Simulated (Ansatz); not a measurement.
Working through a single point in a Gaussian basis of C₂HBrS, SMILES S=C=CBr

Program: Ansatz 0.2.0, Python API.

Notebook, run cell by cell (the value of a cell's last expression is shown):

```python
import ansatz as az
import numpy as np
```

```python
geometry_ang = [
    ("S", [2.3474, -0.3497, -0.0024]),
    ("C", [0.7709, -0.0167, -0.0003]),
    ("C", [-0.5034, 0.2523, 0.0014]),
    ("Br", [-1.7761, -1.1662, -0.0055]),
    ("H", [-0.8389, 1.2802, 0.0068]),
]
molecule = az.Crystal.molecule()
for symbol, xyz in geometry_ang:
    molecule = molecule.atom(symbol, xyz)
```

```python
model = (
    molecule.calculation()
    .basis(gaussian="cc-pVDZ")
    .functional("pbe0")
    .forces()
)
trace = []
out = model.session().plan().execute(on_event=trace.append)
data = out.report

{key: value for key, value in data.items() if isinstance(value, (int, float)) and "ev" in key}
```

    {'free_energy_ev': -82955.22616862941, 'reference_energy_ev': -82955.22616862941}

```python
data["n_occupied"], data["n_virtual"]
```

    ([32, 32], [46, 46])

```python
sorted(key for key in data if key.endswith("_ev"))
```

    ['free_energy_ev', 'reference_energy_ev']

```python
for event in trace:
    if event["event"] == "mean_field_evaluation" and event["data"]["evaluation"] <= 25:
        print("pass {evaluation:3d}  E = {energy_ev:.6f} eV  gradient {gradient_ev:.1e}".format(**event["data"]))
```

    pass   1  E = -82951.757030 eV  gradient 3.6e+01
    pass   2  E = -82944.099422 eV  gradient 6.1e+01
    pass   3  E = -82954.985747 eV  gradient 7.1e+00
    pass   4  E = -82955.107186 eV  gradient 3.3e+00
    pass   5  E = -82955.133673 eV  gradient 1.2e+00
    pass   6  E = -82955.136842 eV  gradient 3.3e-01
    pass   7  E = -82955.225266 eV  gradient 5.3e-01
    pass   8  E = -82955.226102 eV  gradient 1.2e-01
    pass   9  E = -82955.226141 eV  gradient 4.3e-02
    pass  10  E = -82955.226146 eV  gradient 7.4e-03
    pass  11  E = -82955.226148 eV  gradient 7.7e-03
    pass  12  E = -82955.226148 eV  gradient 1.6e-03
    pass  13  E = -82955.226148 eV  gradient 4.7e-04
    pass  14  E = -82955.226148 eV  gradient 1.1e-04
    pass  15  E = -82955.226148 eV  gradient 1.1e-04
    pass  16  E = -82955.226148 eV  gradient 3.6e-05
    pass  17  E = -82955.226148 eV  gradient 3.6e-05

```python
print(f"E = {data['free_energy_ev']:.6f} eV = {data['free_energy_ev'] / 27.211386246:.7f} Ha")
print("converged:", data["converged"], " doubts:", data["published_state_doubts"] or "none")

symbols = [site.symbol for site in molecule.cartesian_sites]
print("forces (eV/A)")
for symbol, f in zip(symbols, data["forces_ev_ang"]):
    print(f"  {symbol:2s} {f[0]:9.4f} {f[1]:9.4f} {f[2]:9.4f}")
```

    E = -82955.226169 eV = -3048.5483326 Ha
    converged: True  doubts: none
    forces (eV/A)
      S    -2.0852    0.4576    0.0028
      C     2.7291   -0.7205   -0.0044
      C    -0.4527   -0.4108   -0.0019
      Br    0.2244    0.4106    0.0020
      H    -0.4156    0.2631    0.0014

```python
charges = data["charge_distribution"]
dipole = np.array(charges["dipole_moment_e_ang"]) * 4.803205
print("dipole (D): {:.3f} {:.3f} {:.3f}, length {:.3f}".format(*dipole, np.linalg.norm(dipole)))
print("atom  Mulliken   Lowdin")
for symbol, m, l in zip(symbols, charges["mulliken_charges_e"], charges["lowdin_charges_e"]):
    print(f"{symbol:4s} {m:9.3f} {l:8.3f}")
```

    dipole (D): -0.227 0.854 0.004, length 0.884
    atom  Mulliken   Lowdin
    S       -0.029    0.282
    C        0.168   -0.264
    C       -0.273   -0.312
    Br       0.024    0.262
    H        0.110    0.032

What to keep in mind:
- Total energies depend on the basis set; only differences at equal settings carry meaning.
- The geometry is a force-field or estimated start, not a minimum of this method, and the basis set is short of its limit.
- The Löwdin charges here are taken after orthogonalising the functions within each atom; they differ from plain Löwdin charges, and their signs can be unphysical.
- Early passes use coarser integrals and grids, so their energies can't be compared with the last.
- Finished in 3.2 s on 1 thread of Arm Neoverse V2 (shared host), peak memory 0.23 GiB.

(Lines on the test bed's own set-up are left out of the output.)
